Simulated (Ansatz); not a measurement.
# C2H3Cl3Sn: the cost of one run

Method: the settings change from run to run; program: Ansatz 0.2.0, Gaussian basis.

### 1 The relaxed structure

The geometry comes from an earlier relaxation with PBE0-D4 in a triple-zeta def2 set; it is a stationary point, not always the lowest conformer. Sn takes a core potential in def2 sets; no spin-orbit term is included.

SMILES `C=[CH][Sn]([Cl])([Cl])[Cl]`, 9 atoms, charge 0, spin multiplicity 1.

Atoms are counted from 1 here; the program's logs count them from 0.

Bond lengths: C1–C2 1.325 Å, C1–H7 1.086 Å, C1–H8 1.087 Å, C2–Sn3 2.102 Å, C2–H9 1.085 Å, Sn3–Cl4 2.307 Å, Sn3–Cl5 2.310 Å, Sn3–Cl6 2.307 Å. Angles: C2–C1–H7 122.5°, C2–C1–H8 121.0°, H7–C1–H8 116.4°, C1–C2–Sn3 120.5°, C1–C2–H9 122.0°, Sn3–C2–H9 117.5°, C2–Sn3–Cl4 113.2°, C2–Sn3–Cl5 109.2°, C2–Sn3–Cl6 113.2°, Cl4–Sn3–Cl5 107.5°, Cl4–Sn3–Cl6 105.8°, Cl5–Sn3–Cl6 107.5°.

### 2 revPBE/x2c-TZVPPall

Set apart from the defaults: D4 dispersion.

Contents of in.yaml:

```yaml
crystal:
  periodic: [false, false, false]
  atoms:
    - {symbol: C, position_ang: [0.187787, -1.689751, 0.296106]}
    - {symbol: C, position_ang: [-0.373435, -0.554101, 0.683342]}
    - {symbol: Sn, position_ang: [-0.009468, 1.229300, -0.368187]}
    - {symbol: Cl, position_ang: [-1.922004, 2.171281, -1.250069]}
    - {symbol: Cl, position_ang: [1.426223, 0.797077, -2.125337]}
    - {symbol: Cl, position_ang: [0.958405, 2.870389, 0.932870]}
    - {symbol: H, position_ang: [0.848004, -1.751457, -0.563576]}
    - {symbol: H, position_ang: [0.005108, -2.616595, 0.833506]}
    - {symbol: H, position_ang: [-1.032120, -0.502542, 1.544446]}
basis:
  gaussian: {orbitals: x2c-TZVPPall}
hamiltonian: {xc: {name: revPBE}, dispersion: d4}
```

The run is started by

```bash
$ ansatz run in.yaml --threads 4 --pin off --events-out ev --progress --plain --max-ram 11315MiB
```

What time and memory should one allow on 4 threads of Arm Neoverse V2, shared host?

About 3.7 s, with a peak of 0.54 GiB.
